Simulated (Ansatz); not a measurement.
# LiCl: the cost of one run

Method: DFT PBE, scalar-relativistic, plane waves, PAW, in Ansatz 0.2.0.

**1. The structure to begin with**

The structure is cubic, space group Fm-3m (No. 225). Conventional cell: a = 5.140 Å, b = 5.140 Å, c = 5.140 Å, α = 90.00°, β = 90.00°, γ = 90.00°. Li (site symmetry m-3m) has 6 Cl at 2.57 Å as nearest neighbours. Cl (site symmetry m-3m) has 6 Li at 2.57 Å as nearest neighbours.

As a file:

```xyz
2
Lattice="0.0000 2.5700 2.5700 2.5700 0.0000 2.5700 2.5700 2.5700 0.0000" Properties=species:S:1:pos:R:3 pbc="T T T"
Li    0.0000    0.0000    0.0000
Cl    2.5700    2.5700    2.5700
```

The cell was made up by rule, so the compound may not exist in this form.

The cell is the ideal cubic rocksalt prototype; whether it is the stable structure of this composition wasn't checked.

**2. Seeking zero pressure, try 1**

input.yaml reads:

```yaml
crystal:
  lattice:
    - [0.0, 2.57, 2.57]
    - [2.57, 0.0, 2.57]
    - [2.57, 2.57, 0.0]
  atoms:
    - { symbol: Li, position: [0.0, 0.0, 0.0] }
    - { symbol: Cl, position: [0.5, 0.5, 0.5] }
basis:
  ecutwfc: 420
kpoints:
  mp_grid: { grid: [6, 6, 6] }
hamiltonian:
  xc: pbe
scf:
  occupations: { method: gaussian, width: 0.05 }
output:
  forces: true
  stress: true
  eigenvalues: true
```

Command:

```bash
> ansatz run input.yaml --threads 1 --pin off --max-ram 1228MiB --backend cpu --events-out ev --progress --plain --runs-dir out
```

Q: Estimate wall time and peak memory on 1 thread of Arm Neoverse N1, shared host.

About 1 s, with a peak of 0.25 GiB.
